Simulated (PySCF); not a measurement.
**NaGe+: bond curves at several levels of theory**

An exercise on one series of results from a longer session: the logs are not shown, and one member is left open.

Method: Na def2-SVPD, Ge def2-SVPD, no relativity; program: PySCF 2.14.0.

2 further runs of the same task are left out: 2 that didn't finish.

The first run:

Settings of the job:

| Property | Result |
| --- | --- |
| atoms | Na, Ge |
| charge | 1 |
| basis | Na def2-SVPD, Ge def2-SVPD |
| Hamiltonian | no relativity |
| basis functions | 56 |
| electrons treated | 42 |
| masses in u | 22.9898, 73.9212 |
| levels | PBE0, PBE, r²SCAN, B97-3, TPSS, PBEsol, HF, MP2, SCS-MP2 |
| grid | 80 radial by 434 angular points |
| occupations | held fixed by the projection of orbital angular momentum |
| dissociation limit | Na+ + Ge, each in its ground configuration |
| starting distance in angstrom | 2.835 |
| values of 2S to try | 0, 2 |

Launch:

```sh
> OMP_NUM_THREADS=1 python dia.py task.json out
```

Steps of the session up to this table: The job; PBE0 along the bond; Other states along the same grid; PBE; r²SCAN (meta-GGA); B97-3 (global hybrid GGA); TPSS (meta-GGA); PBEsol (GGA); UHF (mean field).

One table of the session follows, with a row left open; its other results are not shown here.

Energy (eV) from each level's lowest point:

```
R (Å)    UHF  UHF-MP2  UHF-SCS-MP2    PBE  PBEsol
2.785  0.187    0.175        0.177  0.139   0.131
2.914  0.092    0.085        0.086  0.063   0.058
3.044  0.037    0.032        0.033  0.021   0.018
3.141      ?        ?            ?      ?       ?
3.238  0.002    0.001        0.001  0.000   0.000
3.335  0.000    0.000        0.000  0.003   0.004
3.465  0.008    0.009        0.009  0.015     n/a
3.627  0.029    0.033        0.032  0.041   0.045
3.821  0.065    0.070        0.069  0.081   0.086
```

**Question.** Estimate the row for R (Å) = 3.141.

Worked estimate for «UHF». A straight line through the neighbours (3.044, 0.037) and (3.238, 0.002) gives 0.037 + (0.002 − 0.037) × (3.141 − 3.044) / (3.238 − 3.044) = 0.019; a parabola fitted to 4 rows on both sides gives 0.013.

The run gave: UHF: 0.013; UHF-MP2: 0.011; UHF-SCS-MP2: 0.011; PBE: 0.005; PBEsol: 0.004. In «UHF» the line misses by +0.006 and the parabola by 0.000.
